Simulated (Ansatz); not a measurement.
# HfIn4SiO6 (Cm) in Ansatz: single point with r2SCANh

Aim: the single point of HfIn4SiO6 with r2SCANh.

All numbers are computed with Ansatz 0.2.0; they aren't measurements. Logs are shortened: lines on timing, memory, paths and dates and some standing lists are left out, and cuts for length are marked.

**1. Starting point**

Symmetry: Cm, No. 8, monoclinic system. The conventional cell has a = 6.461 Å, b = 11.155 Å, c = 6.494 Å, α = 90.00°, β = 103.71°, γ = 90.00°. Hf (site symmetry m) has 4 O at 1.97 to 2.02 Å as nearest neighbours. Around In (site symmetry 1) lie 3 O at 2.38 to 2.46 Å. In (site symmetry 1) has 3 O at 2.42 to 2.65 Å as nearest neighbours. Si (site symmetry m) has 4 O at 1.63 to 1.66 Å as nearest neighbours. O (site symmetry 1) has 1 Si at 1.65 Å as nearest neighbours. Around O (site symmetry m) lie 1 Si at 1.66 Å. O (site symmetry m) has 1 Si at 1.63 Å as nearest neighbours. O (site symmetry 1) has 1 Hf at 1.97 Å as nearest neighbours.

The cell was built by a generator and needn't be a form met in nature.

**2. Single point, r2SCANh**

File input.yaml:

```yaml
crystal:
  lattice:
    - [3.23023, -5.57768, -0.0247]
    - [3.23023, 5.57768, -0.0247]
    - [-1.49068, 0.0, 6.3203]
  atoms:
    - { symbol: Hf, position: [0.10178, 0.10178, 0.00912] }
    - { symbol: In, position: [0.79222, 0.48204, 0.00818] }
    - { symbol: In, position: [0.48204, 0.79222, 0.00818] }
    - { symbol: In, position: [0.54472, 0.21983, 0.48398] }
    - { symbol: In, position: [0.21983, 0.54472, 0.48398] }
    - { symbol: Si, position: [0.85433, 0.85433, 0.44523] }
    - { symbol: O, position: [0.835, 0.58822, 0.38104] }
    - { symbol: O, position: [0.58822, 0.835, 0.38104] }
    - { symbol: O, position: [0.02899, 0.02899, 0.295] }
    - { symbol: O, position: [0.9792, 0.9792, 0.69555] }
    - { symbol: O, position: [0.42852, 0.14514, 0.07435] }
    - { symbol: O, position: [0.14514, 0.42852, 0.07435] }
hamiltonian:
  xc: r2scanh
  pseudopotentials: { kind: paw }
kpoints:
  mp_grid: { grid: [2, 2, 2] }
scf:
  occupations: { method: fermi_dirac, width: 0.05 }
output:
  forces: true
  stress: true
  eigenvalues: true
  write_density: true
  write_potential: true
  elf: true
  volumetric_format: npy
```

Potentials or basis: Ansatz PAW.

Started as:

```
$ ansatz run input.yaml --threads 8 --pin off --max-ram 20480MiB --backend cpu --events-out ev --progress --plain --runs-dir out
```

Output:

```text
Warning: output.stress: scf.convergence.dr2_threshold = 1e-7 eV (the SCF's general default) is looser than the 1.2e-9 eV advised for a printed stress (1e-10 eV for each atom of the cell: 12). What an SCF threshold leaves in a stress goes as its square root, and in the free energy as the threshold itself, and one threshold admits the most on a small cell: of the crystals measured, under no hybrid functional and no lock of the moments, on runs that ended without the residual-converged pass, on stresses that held no estimate of that error, the worst erred by over 100 MPa in a component at 1e-7 eV an atom and by under 5 at 1e-10. Set scf.convergence.dr2_threshold to 1.2e-9 eV or tighter. The threshold is an SCF's pass mark: one that does not reach it within its budget of iterations ends unconverged, or closes short of it on a stop that the run arms, and scf.convergence.dr2_threshold's page says what that costs each kind of run
Warning: output.stress: scf.exx.energy_threshold = 1e-6 eV is looser than the 1.2e-7 eV advised for a stress under a hybrid functional (1e-8 eV for each atom of the cell: 12). Every SCF of the exchange loop can meet its threshold on dr2 while the loop round them stops early: no threshold on dr2 bounds what that leaves in the stress. Set scf.exx.energy_threshold to 1.2e-7 eV or tighter. The threshold is the loop's pass mark: a loop that does not reach it within its budget of cycles ends unconverged, and scf.exx.energy_threshold's page has the law
Warning: RAYON_NUM_THREADS=8 ignored (pool sized by the plan → 8); use --threads N
Engine: ansatz 0.2.0, aarch64-unknown-linux-gnu
Pseudopotentials: kind: paw
Pseudopotential: Hf, paw, valence charge 26, recommended cutoff 500 eV (meta_gga), Hf.paw.azcp
Pseudopotential: In, paw, valence charge 13, recommended cutoff 500 eV (meta_gga), In.paw.azcp
Pseudopotential: Si, paw, valence charge 4, recommended cutoff 500 eV (meta_gga), Si.paw.azcp
Pseudopotential: O, paw, valence charge 6, recommended cutoff 500 eV (meta_gga), O.paw.azcp
Functional definition: r2SCANh
  parameter a = 0.1
  parameter k0 = 0.174
  parameter k1 = 0.065
  parameter a1 = 4.9479
  exchange = (1 - a)*r2scan_x(k0 = k0, k1 = k1, a1 = a1) + a*exact_x
  correlation = r2scan_c
Crystal: 12 atoms, lattice volume = 227.337 Å³
Basis set: ecut = 500 eV, 5803 PW (Γ), exchange–correlation on 192×192×192 points (64 copies of the dense FFT grid, shifted against one another)
Bands: 71, of which v1, the nominal top of the filled ones, is band 59 counted from 1 (58 counted from 0)
Symmetry: 2 space group operations
Space group: Cm (ITA 8), of the structure as read, at distance tolerance 6.1e-5 Å
k-points: 6 of 8
Non-local potential: Hf, projectors of the file, l = 0: 3, l = 1: 2, l = 2: 2, l = 3: 3
Non-local potential: In, projectors of the file, l = 0: 2, l = 1: 2, l = 2: 2, l = 3: 2
Non-local potential: Si, projectors of the file, l = 0: 2, l = 1: 2, l = 2: 2
Non-local potential: O, projectors of the file, l = 0: 2, l = 1: 2, l = 2: 1
PAW form: soft (Blöchl's): semilocal exchange-correlation on the pseudo side does not see the compensation charge
PAW frozen core: Hf, regenerated for the run's functional, and the local potential with it (the file was generated under x = pbe(κ = 0.804, μ = 0.2195149727645171), c = pbe(β = 0.06672455060314922))
PAW frozen core: In, regenerated for the run's functional, and the local potential with it (the file was generated under x = pbe(κ = 0.804, μ = 0.2195149727645171), c = pbe(β = 0.06672455060314922))
PAW frozen core: Si, regenerated for the run's functional, and the local potential with it (the file was generated under x = pbe(κ = 0.804, μ = 0.2195149727645171), c = pbe(β = 0.06672455060314922))
PAW frozen core: O, regenerated for the run's functional, and the local potential with it (the file was generated under x = pbe(κ = 0.804, μ = 0.2195149727645171), c = pbe(β = 0.06672455060314922))
PAW one-centre angular grid: Hf, 974 points (default); XC on 160 Gauss nodes
PAW one-centre angular grid: In, 590 points (default); XC on 289 of its mesh's 2783 points in the sphere
PAW one-centre angular grid: Si, 302 points (default); XC on 160 Gauss nodes
PAW one-centre angular grid: O, 302 points (default); XC on 160 Gauss nodes
Initial density: superposition of atomic densities (neutral atoms: chi_scale 0, normalization atom), corrected by the library's trained network
Initial wavefunctions: pseudopotential atomic-orbital guess
Functional: x = r2scan, c = r2scan; τ floored in thin density (d = 2e-4 eV/Å³), warm-up for x = 0.9 r2scan + 0.1 exact, c = r2scan; τ floored in thin density (d = 2e-4 eV/Å³)
SCF iter   1: F=—  HF=-42238.509358 eV  |F-HF|=—  |Δ(HF+E_count)|=         —  Δρ=8.33e-3  dr2=1.51e-1  dr2_τ=4.79e-1  ethr=1.77e-3  ⟨swp⟩=12.0  Hψ=2021  notcnv=0
preconditioner: auto → none  [insulator: Δε(μ)=1.244 eV  Ē_g=14.775 eV  σ=0.050 eV  W_gap=1.00  n_scr=58 (ndim 8)  ℏωp=25.8 eV  f_vac=0.060  D(μ)=0.00/eV (n_scr^D=0)]
[... 29 lines left out ...]
SCF iter   3: F=-42235.324391 eV  HF=-42235.324391 eV  |F-HF|=4.49e-9  |Δ(HF+E_count)|=   3.36e-8  Δρ=1.93e-6  dr2=6.91e-9  dr2_τ=9.73e-10  ethr=1.33e-11  ⟨swp⟩=5.5  Hψ=1290  notcnv=0  defer=5
SCF 3 converged in 3 iterations: F = -42235.324391 eV  dr2 = 6.91e-9
  Residual-converged pass: ⟨swp⟩=3.0  Hψ=1090  notcnv=0  max |occ|·‖R‖ = 1.1e-6 eV (tolerance 1.1e-6 eV)  dr2=6.97e-9  dr2_τ=9.71e-10  dr2_onsite=5.48e-10  max |Δocc| = 4.4e-16
hybrid outer 2: dexx = +3.396e-8 eV, tail = 1.87e-8 eV, Δε = 8.27e-4 eV (about 6.53e-5 eV left of the loop's levels), ΔF = 2.14e-3 eV/Å (tail 9.61e-4)
hybrid SCF converged: 2 outer / 11 inner (+6 warm-up), last move |dexx| = 3.40e-8 eV, tail = 1.87e-8 eV
Stability not checked: this state was not tested for a lower state beside it, because the functional holds exact exchange (a hybrid, or Hartree-Fock), whose exchange loop this test does not read (fock_operator; see scf.lower_state_search)
Free energy (F): -42235.324391 eV
Frozen-core exchange: fock
Harris-Foulkes:  -42235.324391 eV  (|F-HF|=4.49e-9)
Internal energy: -42235.324391 eV  (E = F + TS)
E sigma→0 (E₀):  -42235.324391 eV
Entropy (-TS):   -0.000000 eV (-0.000 meV/atom)
Fermi energy:    8.211265 eV
--- Per-component energies (eV) ---
  E_band       = -716.348475
  E_kinetic    = 2483.879155
  E_local      = -15542.208875  (includes V_loc(G=0)·N_el)
  E_nonlocal   = 519.875597
  E_hartree    = 6633.934837
  E_xc         = -1437.174378
  E_vxc        = -1273.452453  (∫ρ·V_xc dr)
  E_exx        = -165.918498  (= α·E_x^exact, valence–valence)
  E_paw        = -25123.626901  (= ΣΔE_a)
  E_vpaw       = 82.461285  (= ΣTr[D̂ρ^β])
  E_aug_tail   = 0.006023  (compensation charges beyond the density's cutoff)
  E_vtau       = 77.058611  (kinetic-family band-sum trace: ∫τ·v_τ [+ j·A + Jᵃ·Aᵃ] dr)
  E_ewald      = -9608.726927
  E_core_change = 4.635575  (= ΣΔE_core)
  E_smearing   = -0.000000  (= −TS)
  E_closure    = 0.000001  (closes the sum)
  Σ components = -42235.324391   (vs F -42235.324391, Δ=0.00e0)
--- Forces (eV/Å), atoms counted from 1 ---
  atom   1  Hf     0.06617235    -0.00000000     0.12530543
  atom   2  In    -0.12003612    -0.08475986     0.29369914
  atom   3  In    -0.12003612     0.08475986     0.29369914
  atom   4  In     0.13953487    -0.02785296    -0.21147331
  atom   5  In     0.13953487     0.02785296    -0.21147331
  atom   6  Si     0.12159259     0.00000000     0.01198666
  atom   7  O      0.12695321     0.36057357    -0.05249073
  atom   8  O      0.12695321    -0.36057357    -0.05249073
  atom   9  O     -0.31176740    -0.00000000     0.10554748
  atom  10  O     -0.08586852     0.00000000    -0.37406159
  atom  11  O     -0.04155013     0.07136868     0.03589219
  atom  12  O     -0.04155013    -0.07136868     0.03589219
  max |Σ_I F_I| component: 6.73e-5 eV/Å
--- Stress (GPa, compression-positive) ---
       -4.166133       0.000000       0.156908
        0.000000      -3.542236       0.000000
        0.156909       0.000000      -4.068083
  P = ⅓ Tr σ = -3.9255 GPa (-39.255 kbar)
--- Band table (eV; the first three rows and the last of 6) ---
  k-point 0: bands = ["-57.8433", "-25.5979", "-25.5907", "-25.5520", "-14.7752", "-13.4418", "-13.3383", "-13.2457", "-12.7648", "-12.5293", "-8.0505", "-8.0138", "-8.0032", "-7.9878", "-7.9733", "-7.9711", "-7.9619", "-7.9437", "-7.9172", "-7.9116", "-7.9081", "-7.9029", "-7.8946", "-7.8832", "-7.8743", "-7.8508", "-7.8495", "-7.7808", "-7.7464", "-7.7423", "-6.4017", "-6.3939", "-6.3792", "-6.3616", "-6.3560", "-6.3280", "-6.3243", "-1.9495", "0.1281", "0.5424", "0.6644", "1.4535", "1.7105", "1.7834", "1.8796", "2.3101", "2.3125", "2.4139", "2.6529", "2.8787", "3.0037", "3.0121", "3.2823", "3.5359", "3.9133", "4.0890", "6.0738", "6.1808", "6.9778", "9.6685", "9.9505", "10.1693", "11.0462", "11.1231", "11.3585", "12.3768", "12.5361", "12.9501", "13.3255", "13.6985", "13.9904"]
  k-point 1: bands = ["-57.8433", "-25.5981", "-25.5907", "-25.5528", "-14.5848", "-13.6980", "-13.3374", "-13.2566", "-12.7340", "-12.5278", "-8.0412", "-7.9960", "-7.9888", "-7.9834", "-7.9806", "-7.9612", "-7.9536", "-7.9514", "-7.9292", "-7.9220", "-7.9068", "-7.9045", "-7.9003", "-7.8808", "-7.8477", "-7.8263", "-7.8187", "-7.8139", "-7.8102", "-7.7674", "-6.4016", "-6.3915", "-6.3775", "-6.3613", "-6.3560", "-6.3344", "-6.3243", "-1.2744", "-0.3739", "0.3823", "0.6453", "0.8945", "1.5144", "1.7931", "1.9160", "2.2910", "2.4541", "2.4955", "2.6641", "2.7800", "3.0947", "3.1218", "3.7795", "4.0464", "4.2817", "4.5613", "4.8199", "6.0878", "7.3808", "9.4161", "9.9955", "10.1508", "10.7644", "11.1427", "11.5268", "12.0114", "12.2505", "12.6983", "12.7017", "13.1697", "13.4939"]
  k-point 2: bands = ["-57.8433", "-25.5980", "-25.5908", "-25.5519", "-14.7554", "-13.4754", "-13.3492", "-13.2472", "-12.7218", "-12.5376", "-8.0394", "-8.0121", "-8.0046", "-7.9839", "-7.9743", "-7.9690", "-7.9469", "-7.9397", "-7.9367", "-7.9191", "-7.9125", "-7.9082", "-7.8944", "-7.8797", "-7.8675", "-7.8650", "-7.8380", "-7.8281", "-7.7478", "-7.7339", "-6.4011", "-6.3929", "-6.3798", "-6.3621", "-6.3567", "-6.3288", "-6.3244", "-1.8633", "0.2515", "0.4742", "0.6872", "1.0438", "1.2043", "1.5013", "2.0584", "2.1404", "2.4775", "2.5993", "2.7358", "2.9508", "2.9795", "3.2848", "3.7119", "3.7814", "4.0672", "4.7405", "5.0613", "6.0127", "7.1951", "9.7498", "10.0806", "10.4024", "10.9640", "11.1997", "11.4312", "11.9009", "12.4010", "12.8293", "12.9445", "13.3088", "14.0961"]
  k-point 5: bands = ["-57.8433", "-25.5986", "-25.5912", "-25.5528", "-14.5714", "-13.6982", "-13.3610", "-13.2429", "-12.7178", "-12.5400", "-8.0562", "-8.0335", "-7.9925", "-7.9770", "-7.9517", "-7.9456", "-7.9437", "-7.9343", "-7.9288", "-7.9218", "-7.9046", "-7.8924", "-7.8859", "-7.8719", "-7.8585", "-7.8435", "-7.8325", "-7.8234", "-7.8216", "-7.7887", "-6.4009", "-6.3898", "-6.3773", "-6.3606", "-6.3575", "-6.3299", "-6.3248", "-1.0957", "-0.3741", "0.6071", "0.6613", "0.8782", "0.9517", "1.2432", "1.3212", "1.9435", "2.6973", "2.7588", "2.8911", "3.2320", "3.3681", "3.5026", "3.8019", "3.8410", "4.1121", "5.0478", "5.5032", "5.8311", "6.5909", "9.7155", "10.1251", "10.3612", "10.6483", "10.9642", "12.2248", "12.3152", "12.5919", "12.6310", "12.6607", "13.2834", "13.6359"]
```

Run time: 28 s. Hardware: 8 threads of Arm Neoverse V2, shared host; peak memory 3.6 GiB.

Results:

- Free energy: -42235.3244 eV
- Pressure: -3.9 GPa
- Largest force: 0.386 eV/Å
- Band gap on the k mesh: 1.66 eV, indirect (least direct gap 1.98 eV)

Forces in eV/Å, atoms in the order of the input:
```
Hf   0.066  0.000  0.125
In  -0.120 -0.085  0.294
In  -0.120  0.085  0.294
In   0.140 -0.028 -0.211
In   0.140  0.028 -0.211
Si   0.122  0.000  0.012
O    0.127  0.361 -0.052
O    0.127 -0.361 -0.052
O   -0.312  0.000  0.106
O   -0.086  0.000 -0.374
O   -0.042  0.071  0.036
O   -0.042 -0.071  0.036
```

Stress tensor (GPa, compression positive):
```
-4.17  0.00  0.16
 0.00 -3.54  0.00
 0.16  0.00 -4.07
```

Caveat: the k mesh is coarse (spacing up to 0.57 Å⁻¹), so the values aren't converged, least of all with exact exchange; spin-orbit coupling is left out, which moves the levels of the heavy elements; the PAW data sets come from PBE, with cores solved anew for the run's functional, which leaves a small shift of forces and pressure; the thresholds are loose for stress. A k mesh can miss the band edges.
